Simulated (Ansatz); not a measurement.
# C₂H₂AlFO₂: basis-set convergence

Aim: see how fast density functionals converge with the basis set for C₂H₂AlFO₂.

The runs use Ansatz 0.2.0, Gaussian basis; one geometry, several basis sets.

The runs, in order: PBE0-D4/def2-SVP; ωB97M-V/def2-SVP; PBE0-D4/def2-QZVPP; ωB97M-V/def2-QZVPP; the functionals' def2-TZVPP values are taken from earlier runs.

## 1. The geometry

The geometry comes from an earlier relaxation with PBE0-D4 in a triple-zeta def2 set; it is a stationary point, not always the lowest conformer.

SMILES `O=[C]1O[CH](F)[AlH]1`, 8 atoms, charge 0, spin multiplicity 1.

Atoms are counted from 1 here; the program's logs count them from 0.

Bond lengths: O1–C2 1.182 Å, C2–O3 1.416 Å, C2–Al6 2.016 Å, O3–C4 1.413 Å, C4–F5 1.391 Å, C4–Al6 1.996 Å, C4–H7 1.089 Å, Al6–H8 1.580 Å. Angles: O1–C2–O3 121.1°, O1–C2–Al6 149.5°, O3–C2–Al6 89.3°, C2–O3–C4 109.7°, O3–C4–F5 108.4°, O3–C4–Al6 90.1°, O3–C4–H7 108.4°, F5–C4–Al6 110.5°, F5–C4–H7 106.9°, Al6–C4–H7 129.9°, C2–Al6–C4 70.4°, C2–Al6–H8 144.3°, C4–Al6–H8 145.3°.

## 2. PBE0-D4 in def2-SVP

Input file in.yaml:

```yaml
crystal:
  periodic: [false, false, false]
  atoms:
    - {symbol: O, position_ang: [-2.546739, 0.006469, 0.079348]}
    - {symbol: C, position_ang: [-1.367321, -0.069861, 0.100131]}
    - {symbol: O, position_ang: [-0.581000, 0.463041, -0.949724]}
    - {symbol: C, position_ang: [0.789835, 0.319763, -0.637324]}
    - {symbol: F, position_ang: [1.287841, 1.563280, -0.263554]}
    - {symbol: Al, position_ang: [0.313535, -0.756895, 0.974948]}
    - {symbol: H, position_ang: [1.320063, 0.024913, -1.541775]}
    - {symbol: H, position_ang: [0.875985, -1.607810, 2.182147]}
basis:
  gaussian: {orbitals: def2-SVP}
hamiltonian: {xc: pbe0, dispersion: d4}
output: {orbitals: {seedname: orbitals}}
```

The runs that follow: ωB97M-V in def2-SVP; PBE0-D4 in def2-QZVPP; ωB97M-V in def2-QZVPP.

Q: Predict the results of all the runs planned. Wanted: PBE0-D4: double and triple zeta above quadruple; ωB97M-V: double and triple zeta above quadruple.

**Answer**, as computed:

```
                                       quantity           value
PBE0-D4: double and triple zeta above quadruple  13.56, 0.67 eV
ωB97M-V: double and triple zeta above quadruple  13.76, 0.64 eV
```

PBE0-D4 gains 12.89 eV from double to triple zeta, then 0.67 eV more. Total energies overstate the basis error of differences, where much of it tends to cancel.
